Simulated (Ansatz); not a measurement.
# The cluster In₅H₉O₁₂: single points with varied inputs

How do the results and run time of the cluster In₅H₉O₁₂ respond when the settings are drawn wide?

Computed with Ansatz 0.2.0, Gaussian basis. Level: the settings change from run to run.

## (1) The molecule

The structure was relaxed beforehand with PBE-D4/def2-SVP. In takes a core potential in def2 sets; no spin-orbit term is included.

26 atoms, charge 0, spin multiplicity 1.

Atoms are counted from 1 here; the program's logs count them from 0.

Bond lengths: In1–O8 2.162 Å, In1–O9 2.225 Å, In1–O12 2.208 Å, In1–O15 2.089 Å, In1–O16 2.140 Å, In2–O6 2.030 Å, In2–O7 2.075 Å, In2–O13 2.208 Å, In2–O16 2.095 Å, In3–O8 2.241 Å, In3–O10 2.037 Å, In3–O11 1.995 Å, In3–O13 2.208 Å, In4–O12 2.206 Å, In4–O14 2.020 Å, In4–O16 2.108 Å, In4–O17 2.060 Å, In5–O9 2.370 Å and more. Angles: O8–In1–O9 87.0°, O8–In1–O12 83.2°, O8–In1–O15 139.8°, O8–In1–O16 114.0°, O9–In1–O12 162.7°, O9–In1–O15 78.1°, O9–In1–O16 90.8°, O12–In1–O15 118.3°, O12–In1–O16 80.3°, O15–In1–O16 103.5°, O6–In2–O7 145.9°, O6–In2–O13 103.0°, O6–In2–O16 111.7°, O7–In2–O13 92.9°, O7–In2–O16 95.9°, O13–In2–O16 96.4°, O8–In3–O10 82.7°, O8–In3–O11 122.8° and more.

## (2) revPBE/def2-TZVP

This run has atoms shaken by 0.03 Å, density fitting with def2-universal-jkfit, D3(BJ) with three-body dispersion.

in.yaml reads:

```yaml
crystal:
  periodic: [false, false, false]
  atoms:
    - {symbol: In, position_ang: [1.056766, -0.757709, 1.074925]}
    - {symbol: In, position_ang: [0.020222, 0.188416, -2.084712]}
    - {symbol: In, position_ang: [-2.342196, -1.337423, 0.283082]}
    - {symbol: In, position_ang: [0.836259, 2.485626, 0.727692]}
    - {symbol: In, position_ang: [2.446228, -2.570176, -1.629225]}
    - {symbol: O, position_ang: [-1.560509, 1.385891, -2.229267]}
    - {symbol: O, position_ang: [1.577568, -0.760034, -3.123653]}
    - {symbol: O, position_ang: [-0.895436, -0.988578, 1.946211]}
    - {symbol: O, position_ang: [0.392952, -2.193027, -0.481078]}
    - {symbol: O, position_ang: [-2.579240, -3.097931, 1.280422]}
    - {symbol: O, position_ang: [-3.494052, 0.056885, -0.565109]}
    - {symbol: O, position_ang: [1.167234, 1.005994, 2.348131]}
    - {symbol: O, position_ang: [-0.747389, -1.678719, -1.179509]}
    - {symbol: O, position_ang: [1.935131, 4.185990, 0.989646]}
    - {symbol: O, position_ang: [2.828031, -1.888936, 0.780281]}
    - {symbol: O, position_ang: [1.273437, 0.775592, -0.477050]}
    - {symbol: O, position_ang: [-1.155443, 2.695899, 0.122315]}
    - {symbol: H, position_ang: [-1.466370, 1.971181, -1.407415]}
    - {symbol: H, position_ang: [1.239938, -1.155014, -3.924947]}
    - {symbol: H, position_ang: [-0.997226, -1.834473, 2.289625]}
    - {symbol: H, position_ang: [-2.228706, -3.830135, 0.767145]}
    - {symbol: H, position_ang: [-2.877573, 0.509209, -1.192517]}
    - {symbol: H, position_ang: [0.389609, 0.915141, 2.905850]}
    - {symbol: H, position_ang: [2.739927, 3.973600, 1.405282]}
    - {symbol: H, position_ang: [3.701604, -1.443697, 1.056340]}
    - {symbol: H, position_ang: [-1.505171, 3.585955, 0.333540]}
basis:
  gaussian: {orbitals: def2-TZVP, fitting: {mean_field: def2-universal-jkfit}}
hamiltonian: {xc: {name: revPBE}, dispersion: d3bjatm}
scf: {omitted_lower_state_checks: [starts]}
output: {forces: true}
```

Launch:

```console
$ ansatz run in.yaml --threads 2 --pin off --events-out ev --progress --plain --max-ram 22528MiB --backend cuda --devices 0, --max-vram 18GiB
```

Output (excerpt; [...] marks lines left out):

```text
Functional definition: revPBE
  name "revPBE"
  cite "Zhang & Yang, Phys. Rev. Lett. 80, 890 (1998) doi:10.1103/PhysRevLett.80.890"
  cite "Perdew, Burke & Ernzerhof, Phys. Rev. Lett. 77, 3865 (1996) doi:10.1103/PhysRevLett.77.3865"
[...]
2176 factors; integrals over basis functions are off by at most 8.8e-1 eV
[...]
mean field -50597.93847337 eV, -1859.4399423817 hartree, gradient 7.2e-5 eV, S^2 0.000000; 0 other end points of the search recorded, 0 dependent functions left out
[...]
reference -50597.93862293 eV, -1859.4399478780 hartree; 105, 105 occupied and 571, 571 virtual orbitals, 2176 factors
Total energy: -50600.07739309 eV, -1859.5185462318 hartree
Atom 0 at     1.056766    -0.757709     1.074925 Å, force     0.679542     0.024675    -0.379691 eV/Å
Atom 1 at     0.020222     0.188416    -2.084712 Å, force     0.857534    -0.126753    -0.020956 eV/Å
Atom 2 at    -2.342196    -1.337423     0.283082 Å, force    -0.333877    -0.358268     0.175369 eV/Å
Atom 3 at     0.836259     2.485626     0.727692 Å, force    -0.049498     0.056461    -0.344839 eV/Å
Atom 4 at     2.446228    -2.570176    -1.629225 Å, force     0.403840    -0.462367    -0.142321 eV/Å
Atom 5 at    -1.560509     1.385891    -2.229267 Å, force    -0.315806     0.413636     0.212562 eV/Å
Atom 6 at     1.577568    -0.760034    -3.123653 Å, force    -0.156086     0.726158     0.819718 eV/Å
[...]
Atom 10 at    -3.494052     0.056885    -0.565109 Å, force     0.086732    -0.260702     0.218486 eV/Å
Atom 11 at     1.167234     1.005994     2.348131 Å, force     0.568246     0.249615    -0.373326 eV/Å
Atom 12 at    -0.747389    -1.678719    -1.179509 Å, force    -0.983127     0.669936    -0.812275 eV/Å
Atom 13 at     1.935131     4.185990     0.989646 Å, force    -2.321383     0.155784    -1.128890 eV/Å
Atom 14 at     2.828031    -1.888936     0.780281 Å, force     1.275734     0.926093     0.693884 eV/Å
Atom 15 at     1.273437     0.775592    -0.477050 Å, force    -0.384873    -0.006508     0.364709 eV/Å
Atom 16 at    -1.155443     2.695899     0.122315 Å, force     0.381894     0.309379     0.421631 eV/Å
Atom 17 at    -1.466370     1.971181    -1.407415 Å, force    -0.030652    -0.085061    -0.414994 eV/Å
Atom 18 at     1.239938    -1.155014    -3.924947 Å, force    -0.278953    -0.436461    -0.890778 eV/Å
Atom 19 at    -0.997226    -1.834473     2.289625 Å, force    -0.472224    -3.200881     1.302193 eV/Å
Atom 20 at    -2.228706    -3.830135     0.767145 Å, force     0.217472    -0.402606    -0.405328 eV/Å
Atom 21 at    -2.877573     0.509209    -1.192517 Å, force    -0.126731     0.158485    -0.129026 eV/Å
Atom 22 at     0.389609     0.915141     2.905850 Å, force    -0.573299    -0.020281     0.487451 eV/Å
Atom 23 at     2.739927     3.973600     1.405282 Å, force     2.071405    -0.552802     1.089206 eV/Å
Atom 24 at     3.701604    -1.443697     1.056340 Å, force    -1.672871    -0.711595    -0.458506 eV/Å
Atom 25 at    -1.505171     3.585955     0.333540 Å, force     0.082473    -0.311536    -0.130481 eV/Å
Dipole moment:     0.892507    -0.344969     0.064411 e Å
Checks for a lower state left out: starts
```

Run time: 5.5 s. Hardware: 1 × H100 (card shared with other runs) with 2 threads of AMD EPYC 7R13, shared host; peak host memory 1.1 GiB.

Largest force 3.639 eV/Å, dipole 4.61 D.

## (3) HF/def2-mTZVP

Set apart from the defaults: atoms shaken by 0.03 Å, density fitting with def2-universal-jkfit.

in.yaml reads:

```yaml
crystal:
  periodic: [false, false, false]
  atoms:
    - {symbol: In, position_ang: [1.119231, -0.751895, 1.023758]}
    - {symbol: In, position_ang: [0.110336, 0.265774, -2.117961]}
    - {symbol: In, position_ang: [-2.329439, -1.345521, 0.299839]}
    - {symbol: In, position_ang: [0.859638, 2.458090, 0.737014]}
    - {symbol: In, position_ang: [2.450438, -2.599015, -1.615088]}
    - {symbol: O, position_ang: [-1.587143, 1.377091, -2.232771]}
    - {symbol: O, position_ang: [1.528750, -0.748129, -3.125102]}
    - {symbol: O, position_ang: [-0.852168, -0.929992, 1.967601]}
    - {symbol: O, position_ang: [0.435213, -2.236925, -0.459790]}
    - {symbol: O, position_ang: [-2.588152, -3.112147, 1.345290]}
    - {symbol: O, position_ang: [-3.486615, 0.001643, -0.575041]}
    - {symbol: O, position_ang: [1.211157, 1.052658, 2.335936]}
    - {symbol: O, position_ang: [-0.708482, -1.659132, -1.214083]}
    - {symbol: O, position_ang: [1.933586, 4.117431, 0.915407]}
    - {symbol: O, position_ang: [2.844732, -1.910482, 0.757993]}
    - {symbol: O, position_ang: [1.255204, 0.756123, -0.502708]}
    - {symbol: O, position_ang: [-1.086301, 2.631561, 0.142461]}
    - {symbol: H, position_ang: [-1.540265, 1.993250, -1.398883]}
    - {symbol: H, position_ang: [1.210224, -1.211179, -3.987415]}
    - {symbol: H, position_ang: [-0.975952, -1.851111, 2.322784]}
    - {symbol: H, position_ang: [-2.214585, -3.878711, 0.785166]}
    - {symbol: H, position_ang: [-2.921622, 0.552311, -1.208892]}
    - {symbol: H, position_ang: [0.419060, 0.943848, 2.938260]}
    - {symbol: H, position_ang: [2.766961, 3.905137, 1.419036]}
    - {symbol: H, position_ang: [3.642968, -1.469785, 1.075775]}
    - {symbol: H, position_ang: [-1.475279, 3.559132, 0.349714]}
basis:
  gaussian: {orbitals: def2-mTZVP, fitting: {mean_field: def2-universal-jkfit}}
hamiltonian: {xc: {name: HF}}
scf: {omitted_lower_state_checks: [starts]}
output: {forces: true}
```

Launched as before.

Output (excerpt; [...] marks lines left out):

```text
Functional definition: HF
  name "HF"
  cite "Fock, Z. Phys. 61, 126 (1930) doi:10.1007/BF01340294"
  parent pbe
[...]
2176 factors; integrals over basis functions are off by at most 8.8e-1 eV
[...]
mean field -50346.39153469 eV, -1850.1957628899 hartree, gradient 1.4e-5 eV, S^2 0.000000; 0 other end points of the search recorded, 0 dependent functions left out
[...]
reference -50346.39153469 eV, -1850.1957628899 hartree; 105, 105 occupied and 390, 390 virtual orbitals, 2176 factors
Total energy: -50346.39153469 eV, -1850.1957628899 hartree
Atom 0 at     1.119231    -0.751895     1.023758 Å, force    -0.032844    -0.132385    -0.091230 eV/Å
Atom 1 at     0.110336     0.265774    -2.117961 Å, force    -1.165550    -0.141516     0.058434 eV/Å
Atom 2 at    -2.329439    -1.345521     0.299839 Å, force     0.157225    -0.960517     0.348550 eV/Å
[...]
Atom 17 at    -1.540265     1.993250    -1.398883 Å, force    -0.119021    -1.751311    -2.737434 eV/Å
Atom 18 at     1.210224    -1.211179    -3.987415 Å, force     1.253074     1.701608     3.098245 eV/Å
Atom 19 at    -0.975952    -1.851111     2.322784 Å, force     0.180538     2.031353    -0.571266 eV/Å
Atom 20 at    -2.214585    -3.878711     0.785166 Å, force    -1.332680     2.473831     1.991025 eV/Å
Atom 21 at    -2.921622     0.552311    -1.208892 Å, force    -1.703921    -1.431663     1.494697 eV/Å
Atom 22 at     0.419060     0.943848     2.938260 Å, force     2.152024     0.307762    -1.443640 eV/Å
Atom 23 at     2.766961     3.905137     1.419036 Å, force    -2.028162     0.881494    -1.293606 eV/Å
Atom 24 at     3.642968    -1.469785     1.075775 Å, force    -0.715569    -0.688513    -0.425377 eV/Å
Atom 25 at    -1.475279     3.559132     0.349714 Å, force     1.238435    -3.418449    -0.812684 eV/Å
Dipole moment:     1.073453    -0.096358     0.240104 e Å
Checks for a lower state left out: starts
```

It took 3.6 s on 1 × H100 (card shared with other runs) with 2 threads of AMD EPYC 7R13, shared host; peak host memory 1.3 GiB.

Largest force 3.959 eV/Å, dipole 5.30 D.

## (4) wB97M-V/def2-SVPD

This run has density fitting with def2-universal-jkfit, a point charge of 0.50 e beside it.

in.yaml reads:

```yaml
crystal:
  periodic: [false, false, false]
  atoms:
    - {symbol: In, position_ang: [1.101573, -0.750303, 1.048723]}
    - {symbol: In, position_ang: [0.058446, 0.225688, -2.077146]}
    - {symbol: In, position_ang: [-2.330955, -1.381433, 0.276124]}
    - {symbol: In, position_ang: [0.842952, 2.480475, 0.725168]}
    - {symbol: In, position_ang: [2.490651, -2.595380, -1.617400]}
    - {symbol: O, position_ang: [-1.604334, 1.382094, -2.216146]}
    - {symbol: O, position_ang: [1.561409, -0.755558, -3.118510]}
    - {symbol: O, position_ang: [-0.868966, -0.940361, 1.916648]}
    - {symbol: O, position_ang: [0.443549, -2.225454, -0.480871]}
    - {symbol: O, position_ang: [-2.581229, -3.112351, 1.319686]}
    - {symbol: O, position_ang: [-3.481773, 0.021344, -0.553996]}
    - {symbol: O, position_ang: [1.214164, 1.031953, 2.347533]}
    - {symbol: O, position_ang: [-0.710354, -1.648874, -1.199733]}
    - {symbol: O, position_ang: [1.948046, 4.156947, 0.943192]}
    - {symbol: O, position_ang: [2.836486, -1.879946, 0.766904]}
    - {symbol: O, position_ang: [1.251469, 0.775527, -0.444848]}
    - {symbol: O, position_ang: [-1.125485, 2.653073, 0.144142]}
    - {symbol: H, position_ang: [-1.489057, 1.990067, -1.419043]}
    - {symbol: H, position_ang: [1.233218, -1.171406, -3.941164]}
    - {symbol: H, position_ang: [-1.014171, -1.845976, 2.285283]}
    - {symbol: H, position_ang: [-2.224544, -3.838641, 0.770219]}
    - {symbol: H, position_ang: [-2.898501, 0.500354, -1.209270]}
    - {symbol: H, position_ang: [0.424812, 0.943077, 2.923546]}
    - {symbol: H, position_ang: [2.792164, 3.920639, 1.376372]}
    - {symbol: H, position_ang: [3.657848, -1.452378, 1.080484]}
    - {symbol: H, position_ang: [-1.527439, 3.516823, 0.354124]}
basis:
  gaussian: {orbitals: def2-SVPD, fitting: {mean_field: def2-universal-jkfit}, point_charges: [{charge: 0.50, position_ang: [6.815, 0.351, 0.486]}]}
hamiltonian: {xc: {name: wB97M-V}}
scf: {omitted_lower_state_checks: [starts]}
output: {forces: true}
```

Launched as before.

Output (excerpt; [...] marks lines left out):

```text
Functional definition: wB97M-V
  name "wB97M-V"
  cite "Mardirossian & Head-Gordon, J. Chem. Phys. 144, 214110 (2016) doi:10.1063/1.4952647"
  cite "Becke, J. Chem. Phys. 107, 8554 (1997) doi:10.1063/1.475007"
  cite "Vydrov & Van Voorhis, J. Chem. Phys. 133, 244103 (2010) doi:10.1063/1.3521275"
  # Of w^i u^j: cxij and so on, Table III.
[...]
  gx(w, u) = 1 - cx + cx01*u + cx10*w
  gss(w, u) = css00 + css04*u^4 + css10*w + css20*w^2 + css43*w^4*u^3
  gos(w, u) = cos00 + cos10*w + (cos20 + cos21*u)*w^2 + (cos60 + cos61*u)*w^6
[...]
      + integral(e_c_pw_mod_opposite_spin*gos(b97_w_opposite, b97_u_opposite)) + vv10(b, c)
[...]
2176 factors; integrals over basis functions are off by at most 1.7e-1 eV
2176 factors; integrals over basis functions are off by at most 2.3e-5 eV
[...]
Atom 17 at    -1.489057     1.990067    -1.419043 Å, force    -0.250925    -0.434987    -0.739190 eV/Å
Atom 18 at     1.233218    -1.171406    -3.941164 Å, force     0.329913     0.290302     0.482009 eV/Å
Atom 19 at    -1.014171    -1.845976     2.285283 Å, force     0.061323     0.645358    -0.108816 eV/Å
Atom 20 at    -2.224544    -3.838641     0.770219 Å, force    -0.309893     0.318653     0.502477 eV/Å
Atom 21 at    -2.898501     0.500354    -1.209270 Å, force    -0.678831    -0.270503     0.489711 eV/Å
Atom 22 at     0.424812     0.943077     2.923546 Å, force     0.569673     0.053879    -0.236494 eV/Å
Atom 23 at     2.792164     3.920639     1.376372 Å, force    -0.551444     0.376457    -0.254638 eV/Å
Atom 24 at     3.657848    -1.452378     1.080484 Å, force    -0.631308    -0.458905    -0.166795 eV/Å
Atom 25 at    -1.527439     3.516823     0.354124 Å, force     0.132400    -0.589053    -0.156968 eV/Å
Dipole moment:     0.681572    -0.391480     0.057250 e Å
Checks for a lower state left out: starts
```

Wall time 13 s (1 × H100 (card shared with other runs) with 2 threads of AMD EPYC 7R13, shared host); peak host memory 1.6 GiB.

Largest force 1.069 eV/Å, dipole 3.79 D.

## (5) SPW92/def2-SVP

in.yaml, as its differences from that of step 4:

```diff
@@ -30,5 +30,4 @@
 basis:
-  gaussian: {orbitals: def2-SVPD, fitting: {mean_field: def2-universal-jkfit}, point_charges: [{charge: 0.50, position_ang: [6.815, 0.351, 0.486]}]}
-hamiltonian: {xc: {name: wB97M-V}}
+  gaussian: {orbitals: def2-SVP}
+hamiltonian: {xc: {name: SPW92}}
 scf: {omitted_lower_state_checks: [starts]}
-output: {forces: true}
```

Launched as before.

Output:

```text
Functional definition: SPW92
  name "SPW92"
  cite "Dirac, Proc. Camb. Phil. Soc. 26, 376 (1930) doi:10.1017/S0305004100016108"
  cite "Slater, Phys. Rev. 81, 385 (1951) doi:10.1103/PhysRev.81.385"
  cite "Perdew & Wang, Phys. Rev. B 45, 13244 (1992) doi:10.1103/PhysRevB.45.13244"
  exchange = slater_x
  correlation = pw_c
these checks for a lower state are left out or cut short: starts
3818 factors; their error is unknown
mean field evaluation 1: about -50291.7170 eV, gradient 1.8e2 eV
mean field evaluation 2: about -49790.4538 eV, gradient 4.5e2 eV
mean field evaluation 4: about -50341.6278 eV, gradient 6.6e1 eV
mean field evaluation 8: about -50351.5831 eV, gradient 5.6e0 eV
mean field evaluation 16: about -50351.5766 eV, gradient 3.6e-2 eV
mean field -50351.57657276 eV, -1850.3863095244 hartree, gradient 5.4e-5 eV, S^2 0.000000; 0 other end points of the search recorded, 0 dependent functions left out
reference -50351.57665689 eV, -1850.3863126164 hartree; 105, 105 occupied and 238, 238 virtual orbitals, 3818 factors
Total energy: -50351.57665689 eV, -1850.3863126164 hartree
Checks for a lower state left out: starts
```

It took 2.9 s on 1 × H100 (card shared with other runs) with 2 threads of AMD EPYC 7R13, shared host; peak host memory 1 GiB.

## (6) The runs in one table

```csv
level,charge,multiplicity,geometry,functions,energy (eV),time
revPBE/def2-TZVP,0,1,shaken,676,-50600.077,5.5 s
HF/def2-mTZVP,0,1,shaken,495,-50346.392,3.6 s
wB97M-V/def2-SVPD,0,1,"relaxed, point charge",508,-50557.899,13 s
SPW92/def2-SVP,0,1,relaxed,343,-50351.577,2.9 s
```

## (7) Summary of results

| quantity | value |
| --- | --- |
| runs | 4 |
| quickest | SPW92/def2-SVP, 2.9 s |
| slowest | wB97M-V/def2-SVPD, 13 s |

The runs differ in state or geometry as well as level, so their energies can't be set against each other. Run time spans a factor of 4, from SPW92/def2-SVP to wB97M-V/def2-SVPD. The jobs differ in tasks and options as well as level.
